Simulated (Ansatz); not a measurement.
**triplet CH6AlFSi: levels of theory compared**

Wanted: a comparison of 6 runs (UPBE-QIDH/6-31G*, UPBE/6-31G*, UPBE0/6-31G*, USVWN5/6-31G*, UB3LYP/6-31G*, RPA@PBE0/6-31G*) of triplet CH6AlFSi. 

The calculation is run with Ansatz 0.2.0.

128 further runs of the same task are left out: 128 set aside as unsound or not needed.

### 1 Starting point

The species is CH6AlFSi (10 atoms), meant as a triplet with charge 0. As SMILES of the parent species, `C[SiH2][AlH][F]`. The shape is that of a PBE0-D4/def2-TZVP optimisation. This is one conformer, not always the lowest. That shape belongs to the parent species and isn't relaxed for this state.

Bond lengths: C1–Si2 1.882 Å, Si2–Al3 2.453 Å, Al3–F4 1.655 Å, C1–H5 1.092 Å, C1–H6 1.092 Å, C1–H7 1.092 Å, Si2–H8 1.493 Å, Si2–H9 1.493 Å, Al3–H10 1.586 Å. Some angles: C1–Si2–Al3 113.1°, Si2–Al3–F4 117.3°, C1–Si2–H8 109.7°, C1–Si2–H9 109.6°, Al3–Si2–H8 109.0°, Al3–Si2–H9 108.9°, Si2–C1–H5 110.6°, Si2–C1–H6 111.0°, Si2–C1–H7 111.0°, Si2–Al3–H10 127.4°.

### 2 The energy at UPBE-QIDH/6-31G(d) (spherical functions) (run 1)

job.yaml

```yaml
crystal:
  periodic: [false, false, false]
  atoms:
    - {symbol: C, position_ang: [0.209300, 1.522100, -0.549700]}
    - {symbol: Si, position_ang: [-0.487300, 0.185700, 0.578100]}
    - {symbol: Al, position_ang: [0.320500, -2.061900, 0.018500]}
    - {symbol: F, position_ang: [-0.271300, -3.324400, 0.910100]}
    - {symbol: H, position_ang: [-0.171000, 2.504900, -0.262800]}
    - {symbol: H, position_ang: [-0.069900, 1.340800, -1.589900]}
    - {symbol: H, position_ang: [1.299800, 1.551100, -0.495300]}
    - {symbol: H, position_ang: [-1.978700, 0.198000, 0.509600]}
    - {symbol: H, position_ang: [-0.129200, 0.490400, 1.995500]}
    - {symbol: H, position_ang: [1.361100, -2.457900, -1.111000]}
basis:
  gaussian:
    orbitals: 6-31G_st_-spherical.json
correlation:
  frozen_orbitals: {Al: 5, C: 1, F: 1, H: 0, Si: 5}
accuracy: high
output: {orbitals: {seedname: orbitals}}
hamiltonian:
  xc: {name: PBE-QIDH}
magnetization:
  spin_polarized: true
  initial_magnetization: 2
```

The basis set 6-31G* is read from a file made from the Basis Set Exchange's data (not shown).

Run with:

```
$ ansatz run job.yaml --threads 1 --pin off --max-ram 3480MiB --events-out events.jsonl --progress --plain --runs-dir runs
```

What it wrote:

```text
Warning: RAYON_NUM_THREADS=1 ignored (pool sized by the plan → 1); use --threads N
Functional definition: PBE-QIDH
  name "PBE-QIDH"
  parameter a = 3^(-1/3)
  parameter c = 1/3
  exchange = (1 - a)*pbe_x + a*exact_x
  correlation = (1 - c)*pbe_c + c*(mp2_os + mp2_ss)
1732 factors; integrals over basis functions are off by at most 7.2e-9 eV
mean field evaluation 1: about -18297.6247 eV, gradient 2.6e1 eV
mean field evaluation 2: about -18297.7129 eV, gradient 2.6e1 eV
mean field evaluation 4: about -18300.7822 eV, gradient 2.5e0 eV
mean field evaluation 8: about -18300.8628 eV, gradient 2.2e-1 eV
mean field evaluation 16: about -18300.8664 eV, gradient 1.5e-3 eV
mean field evaluation 32: about -18300.8664 eV, gradient 4.8e-7 eV
mean field -18300.86640804 eV, -672.5444357226 hartree, gradient 8.1e-8 eV, S^2 2.004037; 0 other end points of the search recorded, 0 dependent functions left out
12 core orbitals not correlated: weight in the atoms' cores, before any rotation towards them, 1.000 or more for the frozen orbitals, at most 0.000 for the correlated occupied ones
reference -18300.86640956 eV, -672.5444357785 hartree; 13, 11 occupied and 51, 53 virtual orbitals, 1732 factors
second order -13.24641031 eV of doubles, -0.00000000 eV of singles
Total energy: -18305.28187966 eV, -672.7067013119 hartree
```

Wall time 23 s (1 thread of Arm Neoverse V1, shared host); peak memory 0.38 GiB.

### 3 A single-point energy at UPBE/6-31G(d) (spherical functions) (run 2)

Edit job.yaml of step 2 so:

```diff
@@ -14,12 +14,6 @@
 basis:
-  gaussian:
-    orbitals: 6-31G_st_-spherical.json
-correlation:
-  frozen_orbitals: {Al: 5, C: 1, F: 1, H: 0, Si: 5}
+  gaussian: {orbitals: 6-31G_st_-spherical.json}
+magnetization: {spin_polarized: true, initial_magnetization: 2}
+hamiltonian: {xc: pbe}
 accuracy: high
 output: {orbitals: {seedname: orbitals}}
-hamiltonian:
-  xc: {name: PBE-QIDH}
-magnetization:
-  spin_polarized: true
-  initial_magnetization: 2
```

The basis set 6-31G* is read from a file made from the Basis Set Exchange's data (not shown).

Run with:

```
$ ansatz run job.yaml --threads 1 --pin off --max-ram 3480MiB --events-out events.jsonl --progress --plain --runs-dir runs
```

What it wrote:

```text
Warning: RAYON_NUM_THREADS=1 ignored (pool sized by the plan → 1); use --threads N
Functional definition: PBE
  name "PBE"
  parameter kappa = 0.804
  parameter beta = 0.06672455060314922
  exchange = pbe_x(kappa = kappa, mu = beta*pi^2/3)
  correlation = pbe_c(beta = beta)
1732 factors; integrals over basis functions are off by at most 7.2e-9 eV
mean field evaluation 1: about -18303.6192 eV, gradient 4.1e1 eV
mean field evaluation 2: about -18266.7745 eV, gradient 1.0e2 eV
mean field evaluation 4: about -18310.7064 eV, gradient 4.7e0 eV
mean field evaluation 8: about -18310.8493 eV, gradient 2.1e-1 eV
mean field evaluation 16: about -18310.8497 eV, gradient 7.3e-5 eV
mean field evaluation 32: about -18309.4971 eV, gradient 4.8e-1 eV
mean field -18310.84966422 eV, -672.9113136205 hartree, gradient 5.9e-8 eV, S^2 2.001804; 2 other end points of the search recorded, 0 dependent functions left out
reference -18310.84966900 eV, -672.9113137960 hartree; 25, 23 occupied and 51, 53 virtual orbitals, 1732 factors
Total energy: -18310.84966900 eV, -672.9113137960 hartree
```

It took 13 s on 1 thread of Arm Neoverse V1, shared host; peak memory 0.27 GiB.

Runs 3 to 5 aren't shown in full; the table further down has their settings and results.

### 4 The energy at RPA@PBE0/6-31G(d) (spherical functions) (run 6)

Edit job.yaml of step 3 so:

```diff
@@ -16,4 +16,4 @@
 magnetization: {spin_polarized: true, initial_magnetization: 2}
-hamiltonian: {xc: pbe}
 accuracy: high
-output: {orbitals: {seedname: orbitals}}
+hamiltonian: {xc: pbe0}
+correlation: {method: rpa, frozen_orbitals: {Al: 5, C: 1, F: 1, H: 0, Si: 5}}
```

The basis set 6-31G* is read from a file made from the Basis Set Exchange's data (not shown).

Run with:

```
$ ansatz run job.yaml --threads 1 --pin off --max-ram 3480MiB --events-out events.jsonl --progress --plain --runs-dir runs
```

What it wrote, shortened:

```text
Warning: RAYON_NUM_THREADS=1 ignored (pool sized by the plan → 1); use --threads N
Functional definition: PBE0
  name "PBE0"
[...]
1732 factors; integrals over basis functions are off by at most 7.2e-9 eV
[...]
mean field -18312.53333979 eV, -672.9731875565 hartree, gradient 4.9e-8 eV, S^2 2.002563; 0 other end points of the search recorded, 0 dependent functions left out
12 core orbitals not correlated: weight in the atoms' cores, before any rotation towards them, 1.000 or more for the frozen orbitals, at most 0.000 for the correlated occupied ones
reference -18272.65907270 eV, -671.5078352686 hartree; 13, 11 occupied and 51, 53 virtual orbitals, 1732 factors
Total energy: -18290.80486435 eV, -672.1746808121 hartree
```

Wall time 22 s (1 thread of Arm Neoverse V1, shared host); peak memory 0.43 GiB.

### 5 All runs side by side

```tsv
run	level	frozen core orbitals	Cartesian functions	energy (Eh)	HOMO energy (eV)	⟨S²⟩	wall time
1	UPBE-QIDH/6-31G* (spherical functions)	12	no	-672.706701	-4.86	2.004	23 s
2	UPBE/6-31G* (spherical functions)	–	no	-672.911314	-2.75	2.002	13 s
3	UPBE0/6-31G* (spherical functions)	–	no	-672.973188	-3.58	2.003	18 s
4	USVWN5/6-31G* (spherical functions)	–	no	-670.095421	-2.71	2.001	7.2 s
5	UB3LYP/6-31G* (Cartesian functions)	–	yes	-673.405804	-3.28	2.003	17 s
6	RPA@PBE0/6-31G* (spherical functions)	12	no	-672.174681	–	2.003	22 s
```

### 6 Summary of results

| quantity | value |
| --- | --- |
| run 6: total energy | -672.17468 Eh |
| run 6: RPA correlation energy (valence) | -666.8 mEh |
| run 6: ⟨S²⟩ of the reference determinant | 2.003 |

**Reading.** Totals of different functionals can't be ranked against each other. All runs together took 1.7 min, the longest 23 s.
